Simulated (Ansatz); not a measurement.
# SOF2 (thionyl fluoride) at B2PLYP/STO-3G

What is the electronic atomisation energy of SOF2 (thionyl fluoride) at B2PLYP/STO-3G? 

The calculation is run with Ansatz 0.2.0.

70 further runs of the same task are left out: 9 that didn't finish, 61 set aside as unsound or not needed.

**1. Starting point**

The species is SOF2 (4 atoms), meant as a singlet with charge 0. As SMILES, `O=S(F)F`. The coordinates come from a PBE0-D4/def2-TZVP relaxation.

Bond lengths: O1–S2 1.419 Å, S2–F3 1.588 Å, S2–F4 1.588 Å. Angles: O1–S2–F3 106.5°, O1–S2–F4 106.4°, F3–S2–F4 93.0°.

**2. The energy at B2PLYP/STO-3G**

File job.yaml:

```yaml
crystal:
  periodic: [false, false, false]
  atoms:
    - {symbol: O, position_ang: [0.932400, 0.066600, -1.017800]}
    - {symbol: S, position_ang: [-0.151300, -0.426200, -0.245700]}
    - {symbol: F, position_ang: [-1.124400, 0.804200, 0.000400]}
    - {symbol: F, position_ang: [0.343300, -0.444600, 1.263100]}
basis:
  gaussian: {orbitals: STO-3G}
hamiltonian: {xc: {name: B2PLYP}}
correlation: {frozen_orbitals: {F: 1, O: 1, S: 5}}
accuracy: high
```

Launch:

```bash
ansatz run job.yaml --threads 1 --pin off --max-ram 2610MiB --events-out events.jsonl --progress --plain --runs-dir runs
```

The log of the run:

```text
Warning: RAYON_NUM_THREADS=1 ignored (pool sized by the plan → 1); use --threads N
Functional definition: B2PLYP
  name "B2PLYP"
  parameter a = 0.53
  parameter c = 0.27
  exchange = (1 - a)*b88_x + a*exact_x
  correlation = (1 - c)*lyp_c + c*(mp2_os + mp2_ss)
463 factors; integrals over basis functions are off by at most 2.8e-8 eV
mean field evaluation 1: about -18062.0344 eV, gradient 4.0e1 eV
mean field evaluation 2: about -18062.1043 eV, gradient 4.0e1 eV
mean field evaluation 4: about -18067.5825 eV, gradient 1.3e1 eV
mean field evaluation 8: about -18068.1541 eV, gradient 4.8e-2 eV
mean field evaluation 16: about -18068.1541 eV, gradient 2.7e-7 eV
mean field -18068.15408860 eV, -663.9924157212 hartree, gradient 2.1e-8 eV, S^2 0.000000; 0 other end points of the search recorded, 0 dependent functions left out
8 core orbitals not correlated: weight in the atoms' cores, before any rotation towards them, 1.000 or more for the frozen orbitals, at most 0.000 for the correlated occupied ones
reference -18068.15409958 eV, -663.9924161249 hartree; 13, 13 occupied and 3, 3 virtual orbitals, 463 factors
second order -5.14599628 eV of doubles, -0.00000000 eV of singles
Total energy: -18069.54351858 eV, -664.0434763312 hartree
```

It took 1.7 s on 1 thread of Arm Neoverse V1, shared host; peak memory 0.1 GiB.

**3. The F atom**

File job.yaml:

```yaml
crystal:
  periodic: [false, false, false]
  atoms:
    - symbol: F
      position_ang: [0.000000, 0.000000, 0.000000]
basis:
  gaussian: {orbitals: STO-3G}
magnetization: {spin_polarized: true, initial_magnetization: 1}
hamiltonian: {xc: {name: B2PLYP}}
correlation: {frozen_orbitals: {F: 1}}
accuracy: high
```

Launch:

```bash
ansatz run job.yaml --threads 1 --pin off --max-ram 2610MiB --events-out events.jsonl --progress --plain --runs-dir runs
```

The log of the run:

```text
Warning: RAYON_NUM_THREADS=1 ignored (pool sized by the plan → 1); use --threads N
Functional definition: B2PLYP
  name "B2PLYP"
  parameter a = 0.53
  parameter c = 0.27
  exchange = (1 - a)*b88_x + a*exact_x
  correlation = (1 - c)*lyp_c + c*(mp2_os + mp2_ss)
15 factors; integrals over basis functions are off by at most 1.2e-9 eV
mean field evaluation 1: about -2671.8152 eV, gradient 1.3e-12 eV
mean field evaluation 2: about -2671.8159 eV, gradient 7.1e-12 eV
mean field -2671.81592848 eV, -98.1874243497 hartree, gradient 0.0e0 eV, S^2 0.750000; 0 other end points of the search recorded, 0 dependent functions left out
1 core orbitals not correlated: weight in the atoms' cores, before any rotation towards them, 1.000 or more for the frozen orbitals, at most 0.000 for the correlated occupied ones
reference -2671.81593295 eV, -98.1874245139 hartree; 4, 3 occupied and 0, 1 virtual orbitals, 15 factors
second order 0.00000000 eV of doubles, 0.00000000 eV of singles
Total energy: -2671.81593295 eV, -98.1874245139 hartree
```

Run time: 0.18 s. Hardware: 1 thread of Arm Neoverse V1, shared host.

**4. The O atom, same level**

File job.yaml:

```yaml
crystal:
  periodic: [false, false, false]
  atoms:
    - symbol: O
      position_ang: [0.000000, 0.000000, 0.000000]
basis:
  gaussian: {orbitals: STO-3G}
magnetization: {spin_polarized: true, initial_magnetization: 2}
hamiltonian: {xc: {name: B2PLYP}}
correlation: {frozen_orbitals: {O: 1}}
accuracy: high
```

Run the same way, it converges to -73.96694 Eh (log not shown).

**5. The S atom at the same level**

File input.yaml:

```yaml
crystal:
  periodic: [false, false, false]
  atoms:
    - {symbol: S, position_ang: [0.000000, 0.000000, 0.000000]}
basis:
  gaussian:
    orbitals: STO-3G
total_charge: 0
magnetization:
  spin_polarized: true
  initial_magnetization: 2
hamiltonian:
  xc: {name: B2PLYP}
correlation:
  frozen_orbitals: {S: 5}
accuracy: high
```

Run the same way, it converges to -393.52933 Eh (log not shown).

**6. Outcome**

At B2PLYP/STO-3G, 8 core orbitals frozen:

| quantity | value |
| --- | --- |
| molecule: total energy | -664.04348 Eh |
| F atom: total energy | -98.18742 Eh |
| F atom: ⟨S²⟩ | 0.750 |
| O atom: total energy | -73.96694 Eh |
| O atom: ⟨S²⟩ | 2.000 |
| S atom: total energy | -393.52933 Eh |
| S atom: ⟨S²⟩ | 2.000 |
| electronic atomisation energy | 4.690 eV |

Taking the molecule apart into free atoms costs 4.69 eV (108 kcal/mol), before zero-point energy and without spin-orbit coupling. In a minimal basis such a difference can be off by several eV, whatever the method.
